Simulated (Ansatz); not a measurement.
# BFH4OSi: the cost of one run

All numbers are computed with Ansatz 0.2.0, driven from Python. Level of theory: B3LYP/def2-SVPD.

## Step 1: The structure

Bond lengths: B1–Si2 1.877 Å, Si2–O3 1.710 Å, Si2–F4 1.676 Å, B1–H5 1.182 Å, B1–H6 1.250 Å, Si2–H7 1.486 Å, O3–H8 0.959 Å. Angles: B1–Si2–O3 109.5°, B1–Si2–F4 111.7°, B1–Si2–H7 109.8°, O3–Si2–F4 107.8°, O3–Si2–H7 109.4°, F4–Si2–H7 108.6°, Si2–B1–H5 123.9°, Si2–B1–H6 120.9°, H5–B1–H6 115.2°, Si2–O3–H8 108.9°.

bfh4osi.xyz, read by the script:

```xyz
8

B    -1.21990    0.29360    0.30580
Si    0.53750   -0.36280    0.24100
O     1.49070    0.65440   -0.74990
F     0.59800   -1.90920   -0.40220
H    -2.09670   -0.22800    0.90270
H    -1.53920    1.33720   -0.30360
H     1.11310   -0.39590    1.61080
H     1.20850    0.55370   -1.66050
```

## Step 2: The code

Input file tae.py:

```python
"""Atomisation energy of BFH4OSi at the given geometry."""

from collections import Counter

import ansatz as az


def total_energy(molecule, charge=0, unpaired=0):
    calc = (
        molecule.calculation()
        .basis(gaussian="def2-SVPD")
        .functional("B3LYP")
        .scf(lower_state_search="light")
    )
    if charge:
        calc = calc.charge(charge)
    if unpaired:
        calc = calc.spin("collinear", total=unpaired)
    return calc.run(threads=1, backend="cpu").report["free_energy_ev"]

mol = az.Crystal.molecule_from_extxyz("bfh4osi.xyz")

# Hund ground states
unpaired = {"B": 1, "Si": 2, "O": 2, "F": 1, "H": 1}
counts = Counter(site.symbol for site in mol.cartesian_sites)
atom_energy = {s: total_energy(az.Crystal.molecule().atom(s, (0, 0, 0)), 0, unpaired[s]) for s in counts}
whole = total_energy(mol, 0, 0)
for s, e in atom_energy.items():
    print(f"{s:2s} x{counts[s]}  {e:14.5f} eV")
print(f"BFH4OSi: {whole:.5f} eV")
split = sum(counts[s] * e for s, e in atom_energy.items()) - whole
print(f"atomisation energy (no zero-point term): {split:.3f} eV, {split / sum(counts.values()):.3f} eV an atom")
```

## Step 3: What the engine is handed

The package turns the script's settings into the engine's input (first run):

```yaml
crystal:
  periodic: [false, false, false]
  atoms:
    - { symbol: B, position_ang: [0.0, 0.0, 0.0] }
basis:
  gaussian:
    orbitals: def2-SVPD
hamiltonian:
  xc: b3lyp
magnetization:
  spin_polarized: true
  initial_magnetization: 1.0
scf:
  lower_state_search: light
```

## Step 4: Running it

Command:

```sh
> python tae.py
```

Q: Estimate wall time and peak memory on 1 thread of Intel Xeon Platinum 8488C (Sapphire Rapids), shared host.

About 3.1 s, with a peak of 0.29 GiB.
